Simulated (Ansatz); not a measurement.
**GeH₄S₃: one species, many methods**

An exercise on one series of results from a longer session: the logs are not shown, and one member is left open.

The runs use Ansatz 0.2.0, Gaussian basis; functionals in def2-TZVPP, the program's frozen cores in correlated methods.

The runs, in order: LDA (SPW92), PBE-D4, revPBE-D4, BLYP-D4, r2SCAN-D4, B97M-V, PBE0-D4, B3LYP-D4, r2SCANh-D4, r2SCAN0-D4, HSE06-D4, BHLYP-D4, CAM-B3LYP-D4, LC-ωPBE, ωB97X-V, ωB97M-V, B2PLYP, PBE-QIDH; CCSD(T)/def2-SVP; CCSD(T)/def2-TZVPP; MP2/def2-QZVPP; extrapolation to the limit; RPA on PBE.

**The geometry**

All runs share one geometry, relaxed beforehand with PBE0-D4 in a triple-zeta def2 set.

8 atoms, charge 0, spin multiplicity 1.

Atoms are counted from 1 here; the program's logs count them from 0.

Bond lengths: S1–Ge2 2.212 Å, S1–H5 1.344 Å, Ge2–S3 2.215 Å, Ge2–S4 2.219 Å, Ge2–H6 1.536 Å, S3–H7 1.345 Å, S4–H8 1.345 Å. Angles: Ge2–S1–H5 93.5°, S1–Ge2–S3 107.9°, S1–Ge2–S4 113.5°, S1–Ge2–H6 105.7°, S3–Ge2–S4 105.4°, S3–Ge2–H6 113.3°, S4–Ge2–H6 111.1°, Ge2–S3–H7 93.6°, Ge2–S4–H8 94.0°.

The first run:

in.yaml

```yaml
crystal:
  periodic: [false, false, false]
  atoms:
    - {symbol: S, position_ang: [-1.116469, 1.860643, -0.569713]}
    - {symbol: Ge, position_ang: [0.128261, 0.264584, 0.323376]}
    - {symbol: S, position_ang: [2.046063, 0.198436, -0.782197]}
    - {symbol: S, position_ang: [-0.747016, -1.763530, 0.108591]}
    - {symbol: H, position_ang: [-1.230680, 1.225084, -1.748136]}
    - {symbol: H, position_ang: [0.292105, 0.642970, 1.803368]}
    - {symbol: H, position_ang: [2.442490, -0.945859, -0.197396]}
    - {symbol: H, position_ang: [-1.722553, -1.539428, 1.006304]}
basis:
  gaussian: {orbitals: def2-TZVPP}
hamiltonian: {xc: lda}
output: {orbitals: {seedname: orbitals}}
```

Launch:

```sh
$ ansatz run in.yaml --threads 4 --pin off --events-out ev --progress --plain --max-ram 10444MiB
```

Steps of the session up to this table: LDA; PBE-D4 (GGA); revPBE-D4 (GGA); BLYP-D4 (GGA); r2SCAN-D4 (meta-GGA); B97M-V (meta-GGA); B3LYP-D4 (hybrid); r2SCANh-D4 (hybrid); r2SCAN0-D4 (hybrid); HSE06-D4 (hybrid); BHLYP-D4 (hybrid); CAM-B3LYP-D4 (range-separated); LC-ωPBE (range-separated); ωB97X-V (range-separated); ωB97M-V (range-separated); B2PLYP (double hybrid); PBE-QIDH (double hybrid).

One of the session's tables, all rows but one given; the rest of the session is left out.

It belongs to the step «Frontier levels by functional». 

```
  functional  HOMO (eV)  gap (eV)
 LDA (SPW92)      -6.40      4.34
      PBE-D4      -6.29      4.46
   revPBE-D4      -6.24      4.51
     BLYP-D4      -6.11      4.36
   r2SCAN-D4      -6.59      4.99
      B97M-V          ?         ?
     PBE0-D4      -7.52      6.62
    B3LYP-D4      -7.25      6.08
  r2SCANh-D4      -7.03      5.77
  r2SCAN0-D4      -7.70      6.94
    HSE06-D4      -7.12      5.85
    BHLYP-D4      -8.58      8.68
CAM-B3LYP-D4      -8.81      8.94
     LC-ωPBE     -10.23     11.55
     ωB97X-V      -9.86     11.09
     ωB97M-V      -9.67     10.72
```

Q: Estimate the row for B97M-V from the others.

As computed: HOMO (eV): -6.67; gap (eV): 5.12. In the column «HOMO (eV)» it lies between r2SCANh-D4 (-7.03) and r2SCAN-D4 (-6.59).
